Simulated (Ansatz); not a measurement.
Run this with Ansatz's Python interface and show what comes out.

The script, `h6osi3_torsion.py`:
```python
# -*- coding: utf-8 -*-
"""Energy of H6OSi3 as one group turns about a bond."""

import ansatz as az
from ase import Atoms


def main():
    atoms = Atoms(["O", "Si", "Si", "Si", "H", "H", "H", "H", "H", "H"], positions=[
        [-1.0005, 0.6319, -1.8283],
        [-0.9225, 0.3221, -0.2343],
        [0.3873, -1.4065, 0.279],
        [1.1641, 0.732, 0.7013],
        [-1.9042, 1.0005, -2.1733],
        [-2.1555, 0.5774, 0.5533],
        [1.1547, -2.0977, -0.8174],
        [0.0851, -2.1836, 1.4919],
        [1.0953, 1.1368, 2.1833],
        [2.1793, 1.2359, -0.1525],
    ])

    # relax first, so that the scan starts from a minimum
    first = (
        az.Crystal.molecule_from_ase(atoms).calculation()
        .basis(gaussian="6-31G*")
        .functional("pbe")
        .relax(force_tolerance=0.02, max_steps=80)
    )
    atoms.positions = first.run(threads=1).report["positions_ang"]

    start = atoms.get_dihedral(2, 1, 0, 4)
    energies = {}
    for turn in range(0, 360, 30):
        turned = atoms.copy()
        turned.set_dihedral(2, 1, 0, 4, start + turn, indices=[0, 4])
        base = az.Crystal.molecule_from_ase(turned).calculation().basis(gaussian="6-31G*").functional("pbe")
        energies[round((start + turn) % 360)] = base.run(threads=1).report["free_energy_ev"]
    floor = min(energies.values())
    print("dihedral Si2-Si1-O0-H4 (deg)   E - E(min) (kJ/mol)")
    for angle, e in sorted(energies.items()):
        print(f"{angle:8d} {96.485332 * (e - floor):14.3f}  " + "#" * int(30 * (e - floor) / max(max(energies.values()) - floor, 1e-9)))


if __name__ == "__main__":
    main()
```

Running `python h6osi3_torsion.py` prints:
```text
dihedral Si2-Si1-O0-H4 (deg)   E - E(min) (kJ/mol)
      19          1.307  #####
      49          1.750  #######
      79          3.620  ###############
     109          6.171  ##########################
     139          6.875  ##############################
     169          4.456  ###################
     199          1.233  #####
     229          0.000
     259          0.764  ###
     289          1.784  #######
     319          2.015  ########
     349          1.638  #######
```

The scan is rigid and the energies are electronic, in a modest basis. With rigid groups the curve can differ much from the relaxed path, the start wasn't checked as a minimum of this torsion, and equivalent turns needn't return to the same energy. Hardware and time: 76 s on 1 thread of Arm Neoverse V2, with other jobs on the host, peak memory 0.2 GiB.

(A comment or docstring line of the script was reworded after the run, the code is as it ran; lines on the test bed's own set-up are left out of the output.)
